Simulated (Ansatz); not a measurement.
# SrLiAlSb2: the cost of one run

Method: DFT PBEsol, scalar-relativistic, plane waves, PAW, in Ansatz 0.2.0.

2 further runs of the same task are left out: 2 that didn't finish.

## 1. The starting structure

It takes space group P3m1 (No. 156, trigonal). The conventional cell has a = 4.518 Å, b = 4.518 Å, c = 7.727 Å, α = 90.00°, β = 90.00°, γ = 120.00°. Li (site symmetry 3m) has 4 Sb at 2.72 to 2.87 Å as nearest neighbours. Around Sr (site symmetry 3m) lie 6 Sb at 3.20 to 3.42 Å. Al (site symmetry 3m) has 4 Sb at 2.60 to 2.81 Å as nearest neighbours. Sb (site symmetry 3m) is surrounded by 1 Al at 2.60 Å and 3 Li at 2.72 Å. Around Sb (site symmetry 3m) lie 3 Al at 2.81 Å and 1 Li at 2.87 Å.

Structure file:

```
CELL_PARAMETERS angstrom
4.51767 0.00000 0.00000
-2.25883 3.91241 0.00000
0.00000 0.00000 7.72718
ATOMIC_POSITIONS crystal
Li 0.66667 0.33333 0.36689
Sr 0.33333 0.66667 0.02537
Al 0.00000 0.00000 0.60313
Sb 0.00000 0.00000 0.26613
Sb 0.66667 0.33333 0.73847
```

It goes back to an entry of the Materials Project, which need not be the stable form.

This cell was relaxed beforehand with the same method: volume 27.32 Å³/atom, gap on the mesh none (metal).

## 2. The reference: the undisturbed cell on the scan's mesh

Contents of input.yaml:

```yaml
crystal:
  lattice:
    - [4.5176673055, 0.0, 0.0]
    - [-2.2588336528, 3.9124146524, 0.0]
    - [0.0, 0.0, 7.7271785062]
  atoms:
    - { symbol: Li, position: [0.6666666667, 0.3333333333, 0.3668925818] }
    - { symbol: Sr, position: [0.3333333333, 0.6666666667, 0.0253742893] }
    - { symbol: Al, position: [0.0, 0.0, 0.6031314345] }
    - { symbol: Sb, position: [0.0, 0.0, 0.2661318517] }
    - { symbol: Sb, position: [0.6666666667, 0.3333333333, 0.7384698426] }
basis:
  ecutwfc: 420
kpoints:
  mp_grid: { grid: [12, 12, 8] }
hamiltonian:
  xc: pbesol
scf:
  occupations: { method: gaussian, width: 0.15 }
output:
  forces: true
  stress: true
  eigenvalues: true
```

Run with:

```console
> ansatz run input.yaml --threads 1 --pin off --max-ram 2560MiB --backend cpu --events-out ev --progress --plain --runs-dir out
```

Q: Estimate wall time and peak memory on 1 thread of Intel Xeon at 2.50GHz (Skylake/Cascade Lake), shared host.

About 97 s, with a peak of 0.66 GiB.
